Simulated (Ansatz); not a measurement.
# CHFSSe: basis-set convergence

The task here is to estimate one member of a computed series from the others.

Program: Ansatz 0.2.0, Gaussian basis. Level of theory: one geometry, several basis sets. These are calculated values, not measurements.

The runs, in order: PBE0-D4/def2-SVP; ωB97M-V/def2-SVP; PBE0-D4/def2-QZVPP; ωB97M-V/def2-QZVPP; the functionals' def2-TZVPP values are taken from earlier runs.

**Structure used throughout**

The geometry comes from an earlier relaxation with PBE0-D4 in a triple-zeta def2 set; it is a stationary point.

SMILES `FC(S)=[Se]`, 5 atoms, charge 0, spin multiplicity 1.

Atoms are counted from 1 here; the program's logs count them from 0.

Bond lengths: F1–C2 1.328 Å, C2–S3 1.723 Å, C2–Se4 1.755 Å, S3–H5 1.348 Å. Angles: F1–C2–S3 113.2°, F1–C2–Se4 122.6°, S3–C2–Se4 124.2°, C2–S3–H5 96.8°.

The first run:

in.yaml

```yaml
crystal:
  periodic: [false, false, false]
  atoms:
    - {symbol: F, position_ang: [-0.791915, -0.414917, 1.031803]}
    - {symbol: C, position_ang: [-0.378649, -0.195724, -0.210591]}
    - {symbol: S, position_ang: [1.175455, 0.544311, -0.288524]}
    - {symbol: Se, position_ang: [-1.337638, -0.625727, -1.615494]}
    - {symbol: H, position_ang: [1.382647, 0.618358, 1.041406]}
basis:
  gaussian: {orbitals: def2-SVP}
hamiltonian: {xc: pbe0, dispersion: d4}
output: {orbitals: {seedname: orbitals}}
```

Run with:

```
ansatz run in.yaml --threads 2 --pin off --events-out ev --progress --plain --max-ram 4352MiB
```

Steps of the session up to this table: PBE0-D4 in def2-SVP; ωB97M-V in def2-SVP; PBE0-D4 in def2-QZVPP; ωB97M-V in def2-QZVPP.

One table of the session follows, with a row left open; its other results are not shown here.

It belongs to the step «Functionals by basis». 

```
functional       basis  HOMO (eV)  LUMO (eV)
   PBE0-D4    def2-SVP      -6.74      -2.18
   PBE0-D4  def2-TZVPP      -6.89      -2.36
   PBE0-D4  def2-QZVPP      -6.92      -2.40
   ωB97M-V    def2-SVP      -8.86      -0.04
   ωB97M-V  def2-TZVPP      -9.03      -0.29
   ωB97M-V  def2-QZVPP          ?          ?
```

**Question.** Estimate the row for ωB97M-V, def2-QZVPP.

As computed: HOMO (eV): -9.06; LUMO (eV): -0.36. In the column «HOMO (eV)» it is the lowest.
